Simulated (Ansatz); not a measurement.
# InNi3N, space group Pm-3m: a convergence test of the plane-wave cutoff

Computed with Ansatz's Python interface.

Run as a notebook:

**Cell 1**
```python
import warnings

import ansatz
import numpy as np
import pandas as pd
```

**Cell 2**
```python
K_DENSITY = 3.1
FILLING = 'fermi_dirac'
```

**Cell 3**
```python
warnings.simplefilter('ignore', ansatz.DeckWarning)
```

**Cell 4**
```python
vectors = np.array([
    [3.83985571, 0.0, 0.0],
    [0.0, 3.83985571, 0.0],
    [0.0, 0.0, 3.83985571],
])
crystal = (
    ansatz.Lattice.of(vectors)
    .atom('In', [0.0, 0.0, 0.0])
    .atom('Ni', [0.5, 0.5, 0.0])
    .atom('Ni', [0.5, 0.0, 0.5])
    .atom('Ni', [0.0, 0.5, 0.5])
    .atom('N', [0.5, 0.5, 0.5])
    .moments(Ni=1.0)
)
```

**Cell 5**
```python
base = crystal.calculation()
base = base.spin(ansatz.SpinTreatment.COLLINEAR)
base = base.functional(ansatz.Functional.LDA).kpoints(density=K_DENSITY)
base = base.occupations(FILLING)
base = base.forces().stress()
```

**Cell 6**
```python
rows = []
for value in [250, 325, 400, 475, 550]:
    rep = base.basis(value).run(threads=1, backend='cpu').report
    rows.append((value, rep['free_energy_ev'] / len(rep['lattice']['sites']), rep['n_iterations'], sum(rep['stress_gpa'][i][i] for i in range(3)) / 3, max(abs(f) for row in rep['forces_ev_ang'] for f in row), rep['magnetization_mub'], rep['n_pw']))
```
Output:
```text
RunWarning: the starting moments were not kept: the SCF closed with an absolute magnetisation of 1.3e-6 μB, where they sum to 3 μB in size (3 sites). That is at most 0.1 of that sum. Measured as dr2_m measures the in/out step, that magnetisation stands 9.1e-13 eV from none, at or under the dr2_threshold of 1.0e-7 eV: it is no larger than a step whose dr2_m would equal this threshold. The system [...]
```

**Cell 7**
```python
table = pd.DataFrame(rows, columns=['cutoff (eV)', 'F/atom (eV)', 'iterations', 'P (GPa)', 'max component (eV/A)', 'moment (muB)', 'plane waves'])
table.round(5)
```
Output:
```text
   cutoff (eV)  F/atom (eV)  iterations  P (GPa)  max component (eV/A)  moment (muB)  plane waves
0          250  -4628.62064          11 -4.36496                   0.0           0.0          485
1          325  -4630.33663          12 -9.76463                   0.0           0.0          739
2          400  -4630.42314          12 -9.59214                   0.0          -0.0         1021
3          475  -4630.42768          12 -9.63185                   0.0           0.0         1357
4          550  -4630.42845          12 -9.64692                   0.0           0.0         1647
```

**Cell 8**
```python
# differences from the last row
for row in rows[:-1]:
    shift = 1000 * (row[1] - rows[-1][1])
    print(f'{row[0]}: {shift:+.2f} meV/atom' + ('  (within 1 meV)' if abs(shift) < 1 else ''))
```
Output:
```text
250: +1807.81 meV/atom
325: +91.82 meV/atom
400: +5.30 meV/atom
475: +0.77 meV/atom  (within 1 meV)
```

From 475 eV on it stays within 1 meV an atom of the value at 550 eV; the first row (250 eV) is off by 1807.8 meV and the last but one by 0.77 meV. The energy falls steadily, as expected when plane waves are added. The pressure moves from -4.36 to -9.65 GPa (the program's stress holds a Pulay correction, so it settles early). The last run costs about 2.9 times the first.

Reading the output:
- The SCF didn't keep the moments it started from (some shrank, vanished or turned); what is printed is the state reached.
- The mesh is modest for a metal, so energies can be off by several to tens of meV an atom and pressures by half a GPa or more; differences at equal mesh fare better.
- The overall sign of a collinear moment is arbitrary, and semilocal functionals can give small moments to compounds that are paramagnetic.
- Forces vanish by symmetry here and test nothing.
- Pressure is positive in compression.
- This cell is a computed structure, which may not be the phase found in nature.
- Warnings are shown shortened and without file and line.
- Shifts are counted from the last row, which is itself no proven limit.
- The script silences the warnings on its input, which a real study should read.
- Timing: 48 s on 1 thread of Arm Neoverse V1, on a shared host, peak memory 0.58 GiB.
